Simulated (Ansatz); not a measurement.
# CHBF2O: small, medium and large basis sets

How large a basis does CHBF2O need? Two functionals are run in growing sets.

The runs use Ansatz 0.2.0, Gaussian basis; one geometry, several basis sets.

The runs, in order: PBE0-D4/def2-SVP; ωB97M-V/def2-SVP; PBE0-D4/def2-QZVPP; ωB97M-V/def2-QZVPP; the functionals' def2-TZVPP values are taken from earlier runs.

**1. The geometry**

All runs share one geometry, relaxed beforehand with PBE0-D4 in a triple-zeta def2 set.

SMILES `O=CB(F)F`, 6 atoms, charge 0, spin multiplicity 1.

Atoms are counted from 1 here; the program's logs count them from 0.

Bond lengths: O1–C2 1.205 Å, C2–B3 1.607 Å, C2–H6 1.113 Å, B3–F4 1.307 Å, B3–F5 1.314 Å. Angles: O1–C2–B3 121.7°, O1–C2–H6 120.2°, B3–C2–H6 118.2°, C2–B3–F4 121.2°, C2–B3–F5 119.8°, F4–B3–F5 119.1°.

**2. PBE0-D4 in def2-SVP**

File in.yaml:

```yaml
crystal:
  periodic: [false, false, false]
  atoms:
    - {symbol: O, position_ang: [-0.202463, -0.978985, 1.477662]}
    - {symbol: C, position_ang: [-0.006322, 0.013417, 0.823613]}
    - {symbol: B, position_ang: [0.020507, -0.026357, -0.782401]}
    - {symbol: F, position_ang: [-0.174752, -1.141813, -1.434295]}
    - {symbol: F, position_ang: [0.242339, 1.078745, -1.458659]}
    - {symbol: H, position_ang: [0.162792, 0.990993, 1.327781]}
basis:
  gaussian: {orbitals: def2-SVP}
hamiltonian: {xc: pbe0, dispersion: d4}
output: {orbitals: {seedname: orbitals}}
```

On the command line:

```
> ansatz run in.yaml --threads 2 --pin off --events-out ev --progress --plain --max-ram 4352MiB
```

Further steps of the session: ωB97M-V in def2-SVP; PBE0-D4 in def2-QZVPP; ωB97M-V in def2-QZVPP.

Before running them: what should the planned runs give, taken together? Wanted: PBE0-D4: double and triple zeta above quadruple; ωB97M-V: double and triple zeta above quadruple.

**Answer**, as computed:

| quantity | value |
| --- | --- |
| PBE0-D4: double and triple zeta above quadruple | 11.47, 0.49 eV |
| ωB97M-V: double and triple zeta above quadruple | 11.66, 0.46 eV |

In words: For PBE0-D4 the step from double to triple zeta gains 10.98 eV and the next only 0.49 eV. Total energies overstate the basis error of differences, where much of it tends to cancel.
